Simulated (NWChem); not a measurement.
# C4H3F3 (SMILES FC1=CC(F)(F)C1) at 5 levels

Aim: a comparison of 5 runs (HF/STO-3G, HF/3-21G, B3LYP/6-31G*, MP2/6-31G) of C4H3F3. 

The calculation is run with NWChem 7.3.0.

**1. The system as given**

C4H3F3: 10 atoms, total charge 0, spin state singlet. As SMILES, `FC1=CC(F)(F)C1`. Geometry: relaxed at PBE0-D4/def2-TZVP.

Bond lengths: F1–C2 1.311 Å, C2–C3 1.330 Å, C3–C4 1.499 Å, C4–F5 1.354 Å, C4–F6 1.354 Å, C2–C7 1.498 Å, C4–C7 1.550 Å, C3–H8 1.079 Å, C7–H9 1.091 Å, C7–H10 1.091 Å. Some angles: F1–C2–C3 133.1°, F1–C2–C7 128.0°, C3–C2–C7 98.9°, C2–C3–C4 89.6°, C3–C4–F5 115.9°, C3–C4–F6 115.9°, C3–C4–C7 89.7°, F5–C4–F6 106.1°, F5–C4–C7 114.5°, F6–C4–C7 114.5°.

**2. Energy and gradient at HF/STO-3G (run 1)**

The input, m1.nw:

```
start m1
memory stack 880 mb heap 220 mb global 1100 mb
charge 0

geometry units angstrom noautosym nocenter noautoz
  F      1.129700    -1.764600     1.198000
  C      0.447200    -0.877700     0.515700
  C     -0.664900    -0.949900    -0.209400
  C     -0.552600     0.515200    -0.506500
  F     -0.388900     0.843800    -1.809900
  F     -1.564000     1.290500    -0.048000
  C      0.743200     0.580100     0.341500
  H     -1.373900    -1.713800    -0.488600
  H      1.641800     0.825900    -0.226600
  H      0.665500     1.199200     1.236600
end

basis spherical bse
  F library STO-3G
  C library STO-3G
  H library STO-3G
end

scf
  thresh 1e-08
  maxiter 80
  noprint "final vectors analysis"
end

task scf gradient
```

The run is started by

```sh
nwchem m1.nw > m1.out
```

Log:

```text
[...]
  functions       =    38
[...]
  wavefunction    = RHF
[...]
         Total SCF energy =   -445.419914224499
      One-electron energy =  -1231.703838819535
      Two-electron energy =    478.705454986215
 Nuclear repulsion energy =    307.578469608821
        Time for solution =      4.4s
[...]
                         RHF ENERGY GRADIENTS
    atom               coordinates                        gradient
                 x          y          z           x          y          z
   1 F       2.134823  -3.334610   2.263892   -0.018040   0.021790  -0.017605
   2 C       0.845085  -1.658613   0.974532    0.020323   0.025910   0.007068
   3 C      -1.256479  -1.795051  -0.395709   -0.019062   0.017135  -0.017143
   4 C      -1.044263   0.973587  -0.957146    0.017134  -0.025143   0.017735
   5 F      -0.734914   1.594551  -3.420215   -0.005372  -0.006678   0.028616
   6 F      -2.955531   2.438691  -0.090707    0.021420  -0.016825  -0.011748
   7 C       1.404444   1.096230   0.645341   -0.014497  -0.016676  -0.005477
   8 H      -2.596295  -3.238612  -0.923320   -0.002396  -0.001755  -0.001162
   9 H       3.102552   1.560725  -0.428212    0.002196   0.000390  -0.003032
  10 H       1.257613   2.266159   2.336835   -0.001705   0.001852   0.002746
[...]
```

Wall time 5.7 s (1 thread of Intel Xeon Platinum 8259CL at 2.50GHz (Skylake/Cascade Lake), shared host); peak memory 0.099 GiB.

**3. Energy and forces at HF/3-21G (run 2)**

The input, c4h3f3.nw:

```
start c4h3f3
title "C4H3F3 hf"
memory stack 880 mb heap 220 mb global 1100 mb
charge 0
geometry units au noautosym nocenter noautoz
 F      2.13482360    -3.33461072     2.26389190
 C      0.84508552    -1.65861262     0.97453176
 C     -1.25647890    -1.79505085    -0.39570865
 C     -1.04426266     0.97358690    -0.95714628
 F     -0.73491449     1.59455090    -3.42021531
 F     -2.95553166     2.43869156    -0.09070685
 C      1.40444446     1.09623012     0.64534147
 H     -2.59629472    -3.23861263    -0.92332018
 H      3.10255235     1.56072481    -0.42821194
 H      1.25761274     2.26615957     2.33683533
end
basis spherical bse
 * library 3-21G
end
scf
 thresh 1e-08
 maxiter 80
end
task scf gradient
```

The run is started by

```sh
nwchem c4h3f3.nw > c4h3f3.out
```

Log:

```text
[...]
  functions       =    69
[...]
  wavefunction    = RHF
[...]
         Total SCF energy =   -449.003801510950
      One-electron energy =  -1231.589769186277
      Two-electron energy =    475.007520156485
 Nuclear repulsion energy =    307.578447518842
        Time for solution =      5.1s
[...]
                         RHF ENERGY GRADIENTS
    atom               coordinates                        gradient
                 x          y          z           x          y          z
   1 F       2.134824  -3.334611   2.263892   -0.010542   0.015016  -0.010869
   2 C       0.845086  -1.658613   0.974532    0.014611   0.010968   0.007048
   3 C      -1.256479  -1.795051  -0.395709   -0.006441   0.008811  -0.006595
   4 C      -1.044263   0.973587  -0.957146    0.004726  -0.008414   0.005239
   5 F      -0.734914   1.594551  -3.420215   -0.002687  -0.002946   0.013055
   6 F      -2.955532   2.438692  -0.090707    0.009641  -0.007614  -0.005586
   7 C       1.404444   1.096230   0.645341   -0.009021  -0.016017  -0.002002
   8 H      -2.596295  -3.238613  -0.923320   -0.009711  -0.009263  -0.004137
   9 H       3.102552   1.560725  -0.428212    0.008148   0.003428  -0.003194
  10 H       1.257613   2.266160   2.336835    0.001278   0.006031   0.007041
[...]
```

It took 6.6 s on 1 thread of Intel Xeon Platinum 8259CL at 2.50GHz (Skylake/Cascade Lake), shared host; peak memory 0.099 GiB.

Runs 3 to 4 aren't shown in full; the table further down has their settings and results.

**4. Energy and gradient at MP2/6-31G (run 5)**

The input, calc.nw:

```
start calc
memory stack 880 mb heap 220 mb global 1100 mb

geometry units angstrom noautosym nocenter noautoz
  F        1.129700      -1.764600       1.198000
  C        0.447200      -0.877700       0.515700
  C       -0.664900      -0.949900      -0.209400
  C       -0.552600       0.515200      -0.506500
  F       -0.388900       0.843800      -1.809900
  F       -1.564000       1.290500      -0.048000
  C        0.743200       0.580100       0.341500
  H       -1.373900      -1.713800      -0.488600
  H        1.641800       0.825900      -0.226600
  H        0.665500       1.199200       1.236600
end

basis "ao basis" spherical bse
  * library 6-31G
end

scf
  thresh 1e-08
  maxiter 80
  noprint "final vectors analysis"
end

mp2
  freeze core 7
  tight
end

task mp2 gradient
```

The run is started by

```sh
nwchem calc.nw > calc.out
```

Log:

```text
[...]
  functions       =    69
[...]
  wavefunction    = RHF
[...]
         Total SCF energy =   -451.313499536903
      One-electron energy =  -1234.354059957050
      Two-electron energy =    475.462090811326
 Nuclear repulsion energy =    307.578469608821
        Time for solution =     13.4s
[...]
          Total MP2 energy          -452.017065931271
[...]
                         mp2 ENERGY GRADIENTS
    atom               coordinates                        gradient
                 x          y          z           x          y          z
   1 F       2.134823  -3.334610   2.263892   -0.035014   0.046222  -0.035180
   2 C       0.845085  -1.658613   0.974532    0.007679  -0.024384   0.011394
   3 C      -1.256479  -1.795051  -0.395709    0.027885   0.015926   0.014576
   4 C      -1.044263   0.973587  -0.957146   -0.020133   0.025894  -0.020075
   5 F      -0.734914   1.594551  -3.420215   -0.009331  -0.012485   0.057443
   6 F      -2.955531   2.438691  -0.090707    0.044014  -0.032745  -0.022690
   7 C       1.404444   1.096230   0.645341   -0.013605  -0.015503  -0.005173
   8 H      -2.596295  -3.238612  -0.923320    0.001556   0.001636   0.000611
   9 H       3.102552   1.560725  -0.428212   -0.002520  -0.001889   0.001066
  10 H       1.257613   2.266159   2.336835   -0.000532  -0.002673  -0.001971
[...]
```

It took 33 s on 1 thread of Intel Xeon Platinum 8259CL at 2.50GHz (Skylake/Cascade Lake), shared host; peak memory 0.21 GiB.

**5. Overview of the runs**

| run | level | iteration cap | module | energy (Eh) | dipole moment (D) | largest force (eV/Å) | wall time |
| --- | --- | --- | --- | --- | --- | --- | --- |
| 1 | HF/STO-3G | 80 | scf | -445.419914 | 0.99 | 1.811 | 5.7 s |
| 2 | HF/3-21G | 80 | scf | -449.003802 | 1.44 | 1.097 | 6.6 s |
| 3 | B3LYP/6-31G* (spherical functions) | 100 | dft | -453.679082 | – | 0.710 | 39 s |
| 4 | B3LYP/6-31G* (Cartesian functions) | 100 | dft | -453.684391 | 1.23 | 0.714 | 44 s |
| 5 | MP2/6-31G | 80 | mp2 | -452.017066 | 1.30 | 3.488 | 33 s |

**6. Summary of results**

| quantity | value |
| --- | --- |
| run 5: total energy | -452.01707 Eh |
| run 5: dipole moment (of the density that the program reports) | 1.30 D |
| run 5: correlation energy (7 core orbitals frozen) | -703.6 mEh |
| run 5: largest force on an atom | 3.488 eV/Å |

**Reading.** Over runs 1, 2, 4, 5 the dipole moment (its size) runs from 0.99 D (HF/STO-3G) to 1.44 D (HF/3-21G). In run 1 the basis is minimal, so the values are rough. All runs together took 2.1 min, the longest 44 s.
